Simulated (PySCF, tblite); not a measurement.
# C₆H₁₃B₂NS: geometry, infrared bands and NMR shifts

Wanted: the infrared bands and NMR shifts of C₆H₁₃B₂NS (`CC#CB(N)SCB(C)C`), by calculation.

Programs: tblite 0.8.0 and PySCF 2.14.0, with density-fitted response routines of our own. Each step states its level of theory. These are calculated values for one molecule in the gas phase, unless marked as measured. Atoms are numbered from 0 throughout.

### Step 1. The molecule as given

23 atoms, charge 0, multiplicity 1; geometry from: force field or distance geometry start.

Bonds of the start (Å): C0–C1 1.48, C1–C2 1.20, C2–B3 1.57, B3–N4 1.54, B3–S5 1.90, S5–C6 1.79, C6–B7 1.58, B7–C8 1.62, B7–C9 1.61, C0–H10 1.10, C0–H11 1.12, C0–H12 1.13, N4–H13 1.07, N4–H14 1.05, C6–H15 1.13, C6–H16 1.13, C8–H17 1.09, C8–H18 1.13, C8–H19 1.09, C9–H20 1.11, C9–H21 1.10, C9–H22 1.12.

### Step 2. Optimising the geometry with GFN2-xTB

The job: settings as JSON, then the geometry in Å.

```
{"job": {"kind": "relax", "xc": "GFN2-xTB", "basis": "xTB"}, "charge": 0, "multiplicity": 1}
C      5.244800    -0.467000    -0.240600
C      3.827900    -0.071700    -0.403900
C      2.674400     0.227600    -0.532600
B      1.167200     0.616500    -0.736900
N      0.296400    -0.467300    -1.400100
S      0.296700     1.529200     0.685700
C     -1.061900     0.559100     1.323000
B     -2.243800     0.381600     0.288900
C     -2.745000    -1.140600     0.088400
C     -3.431300     1.464800     0.196800
H      5.763800     0.385600     0.215900
H      5.716500    -0.717500    -1.223400
H      5.332500    -1.398500     0.385200
H      0.932500    -0.854300    -2.173400
H      0.219400    -1.234700    -0.682200
H     -0.691000    -0.457700     1.638100
H     -1.498800     0.985200     2.275300
H     -2.082100    -1.814700     0.638700
H     -3.730100    -1.169200     0.642500
H     -2.878900    -1.405200    -0.956100
H     -3.435200     1.864300    -0.833700
H     -4.385800     0.939400     0.376300
H     -3.292900     2.272000     0.967000
```

The run is started by

```
$ OMP_NUM_THREADS=1 python probes_run.py task.json out
```

This one command runs all jobs of the session in turn.

**Question.** This job is followed by: GFN2-xTB harmonic vibrations, gas phase; GIAO PBE0/pcSseg-1 NMR shielding, non-relativistic, gas phase. What will the session give for the following? strongest single infrared mode (GFN2-xTB); zero-point energy (GFN2-xTB); 13C shifts against TMS (PBE0/pcSseg-1, means over atoms taken as alike); 1H shifts against TMS (PBE0/pcSseg-1, means over atoms taken as alike); 11B shifts against BF3·OEt2 (PBE0/pcSseg-1); 15N shifts against NH3 (PBE0/pcSseg-1); 33S shifts against CS2 (PBE0/pcSseg-1); surface potential, 1st and 99th percentile.

**Answer**, as computed:

| quantity | value |
| --- | --- |
| strongest single infrared mode (GFN2-xTB) | 963 cm⁻¹, 206 km/mol |
| zero-point energy (GFN2-xTB) | 113.9 kcal/mol |
| 13C shifts against TMS (PBE0/pcSseg-1, means over atoms taken as alike) | 114.0, 87.4, 32.1, 14.4, 6.2 ppm |
| 1H shifts against TMS (PBE0/pcSseg-1, means over atoms taken as alike) | 2.90, 2.34, 2.10, 1.04 ppm |
| 11B shifts against BF3·OEt2 (PBE0/pcSseg-1) | 90.5, 29.8 ppm |
| 15N shifts against NH3 (PBE0/pcSseg-1) | 100.9 ppm |
| 33S shifts against CS2 (PBE0/pcSseg-1) | 2 ppm |
| surface potential, 1st and 99th percentile | -1.24 V and 1.51 V |

In words: The optimisation took 163 steps and gained 2.326 eV; among the close pairs (by a distance rule), B3–N4 changed most, from 1.540 to 1.393 Å. The lowest mode is slightly imaginary (17i cm⁻¹), a soft motion within the noise of the Hessian, so the minimum is not strictly shown. The strongest single mode, at 963 cm⁻¹, has its largest shares on B3, C0, H14 and H13 (the list is cut at 4 atoms). Unscaled tight-binding wavenumbers are off by several per cent, some by more. Its intensities can rank the bands wrongly. By nearest atom (PBE0/pcSseg-1), the HOMO sits on S5 67 %; N4 7 % and the LUMO on B7 49 %; H14, H16, H18 about 7 % each.
